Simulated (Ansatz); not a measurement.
# C2H8Cl2Ga2: the cost of one run

Computed with Ansatz 0.2.0, Gaussian basis. Level: functionals in def2-TZVPP, the program's frozen cores in correlated methods.

Plan: LDA (SPW92), PBE-D4, revPBE-D4, BLYP-D4, r2SCAN-D4, B97M-V, PBE0-D4, B3LYP-D4, r2SCANh-D4, r2SCAN0-D4, HSE06-D4, BHLYP-D4, CAM-B3LYP-D4, LC-ωPBE, ωB97X-V, ωB97M-V, B2PLYP, PBE-QIDH; CCSD(T)/def2-SVP; MP2/def2-TZVPP; MP2/def2-QZVPP; RPA on PBE.

### Step 1. The relaxed structure

All runs share one geometry, relaxed beforehand with PBE0-D4 in a triple-zeta def2 set.

SMILES `[CH3][Ga@H-]1[Cl+][Ga@H-]([CH3])[Cl+]1`, 14 atoms, charge 0, spin multiplicity 1.

Atoms are counted from 1 here; the program's logs count them from 0.

Bond lengths: C1–Ga2 1.951 Å, C1–H7 1.092 Å, C1–H8 1.091 Å, C1–H9 1.092 Å, Ga2–Cl3 2.374 Å, Ga2–Cl6 2.374 Å, Ga2–H10 1.556 Å, Cl3–Ga4 2.374 Å, Ga4–C5 1.951 Å, Ga4–Cl6 2.374 Å, Ga4–H11 1.556 Å, C5–H12 1.092 Å, C5–H13 1.091 Å, C5–H14 1.092 Å. Angles: Ga2–C1–H7 110.4°, Ga2–C1–H8 110.0°, Ga2–C1–H9 110.4°, H7–C1–H8 108.8°, H7–C1–H9 108.4°, H8–C1–H9 108.8°, C1–Ga2–Cl3 106.6°, C1–Ga2–Cl6 106.6°, C1–Ga2–H10 134.4°, Cl3–Ga2–Cl6 90.2°, Cl3–Ga2–H10 105.1°, Cl6–Ga2–H10 105.1°, Ga2–Cl3–Ga4 89.8°, Cl3–Ga4–C5 106.6°, Cl3–Ga4–Cl6 90.2°, Cl3–Ga4–H11 105.1°, C5–Ga4–Cl6 106.6°, C5–Ga4–H11 134.4° and more.

Geometry (Å):

```tsv
atom	x (Å)	y (Å)	z (Å)
C1	-0.8859	1.6514	2.3957
Ga2	0.5081	1.1254	1.1357
Cl3	0.4654	-1.2460	1.0299
Ga4	-0.5049	-1.1217	-1.1332
C5	0.8826	-1.6544	-2.3977
Cl6	-0.4544	1.2496	-1.0309
H7	-1.0674	2.7265	2.3367
H8	-1.8133	1.1259	2.1658
H9	-0.5879	1.4073	3.4174
H10	2.0019	1.5137	0.9390
H11	-1.9991	-1.5048	-0.9301
H12	1.0623	-2.7296	-2.3359
H13	1.8120	-1.1300	-2.1735
H14	0.5806	-1.4131	-3.4189
```

### Step 2. LDA

This LDA is Slater exchange with PW92 correlation.

File in.yaml:

```yaml
crystal:
  periodic: [false, false, false]
  atoms:
    - {symbol: C, position_ang: [-0.885866, 1.651387, 2.395718]}
    - {symbol: Ga, position_ang: [0.508144, 1.125368, 1.135686]}
    - {symbol: Cl, position_ang: [0.465419, -1.245955, 1.029914]}
    - {symbol: Ga, position_ang: [-0.504851, -1.121700, -1.133213]}
    - {symbol: C, position_ang: [0.882563, -1.654413, -2.397677]}
    - {symbol: Cl, position_ang: [-0.454448, 1.249606, -1.030909]}
    - {symbol: H, position_ang: [-1.067418, 2.726453, 2.336736]}
    - {symbol: H, position_ang: [-1.813342, 1.125865, 2.165828]}
    - {symbol: H, position_ang: [-0.587916, 1.407272, 3.417410]}
    - {symbol: H, position_ang: [2.001873, 1.513658, 0.938952]}
    - {symbol: H, position_ang: [-1.999084, -1.504830, -0.930130]}
    - {symbol: H, position_ang: [1.062285, -2.729633, -2.335903]}
    - {symbol: H, position_ang: [1.812040, -1.129952, -2.173539]}
    - {symbol: H, position_ang: [0.580630, -1.413137, -3.418872]}
basis:
  gaussian: {orbitals: def2-TZVPP}
hamiltonian: {xc: lda}
output: {orbitals: {seedname: orbitals}}
```

Started as:

```bash
$ ansatz run in.yaml --threads 4 --pin off --events-out ev --progress --plain --max-ram 11315MiB
```

**Question.** How long does this run take on 4 threads of Intel Xeon Platinum 8259CL at 2.50GHz, shared host, and how much memory does it need?

About 3.3 s, with a peak of 0.76 GiB.
